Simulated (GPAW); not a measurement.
# KPt in GPAW: convergence with k mesh

Crystal: KPt.

```
Pt K
1.0
     3.00085    0.00000    0.00000
    -1.50042    2.59881    0.00000
     0.00000    0.00000    5.34558
Pt K
1 1
Direct
  0.66667 0.33333 0.00000
  0.00000 0.00000 0.50000
```

The cell comes from a database or a generator and needn't be the stable form of this composition.

```yaml
Program: GPAW 26.7.0
Task: convergence study
Functional: PBE
Potentials_or_basis: GPAW PAW data sets (gpaw-data 1.2.1)
Cutoff: 600 eV
Basis: pw
k_mesh: 2 × 2 × 1
Occupations: fermi-dirac, width 0.05 eV
Spin: no spin polarisation
```

These are the settings of the first run; the series varies k mesh, with any setting tied to it.

Hardware: 1 thread of Intel(R) Xeon(R) Platinum 8488C (Sapphire Rapids), with other jobs on the host.

| k mesh | energy less the tightest run, at zero smearing (meV/atom) | pressure (GPa) | SCF cycles | CPU time (s) | peak memory (GiB) |
| --- | --- | --- | --- | --- | --- |
| 2 × 2 × 1 | 1293.12 | 15.30 | 13 | 3.4 | 0.14 |
| 3 × 3 × 2 | 172.69 | 2.62 | 11 | 4.8 | 0.15 |
| 4 × 4 × 2 | -23.45 | 1.02 | 11 | 5.6 | 0.15 |
| 5 × 5 × 3 | 85.33 | 0.53 | 11 | 6.3 | 0.15 |
| 6 × 6 × 3 | -30.47 | 0.43 | 11 | 7.8 | 0.15 |
| 8 × 8 × 4 | 7.11 | 0.49 | 11 | 15 | 0.16 |
| 9 × 9 × 5 | 1.41 | 0.56 | 11 | 17 | 0.17 |
| 11 × 11 × 6 | -3.94 | 0.53 | 11 | 29 | 0.19 |
| 14 × 14 × 7 | 0.00 | 0.34 | 11 | 40 | 0.22 |

Not settled before the last step: the energy (to 1 meV/atom), the pressure (to 0.1 GPa). Meshes of other sizes hit other points, so gaps and Fermi surfaces needn't settle smoothly. The tightest run that finished is the yardstick and may itself not be fully converged.

Spin-orbit coupling is left out, which matters for the levels of Pt.
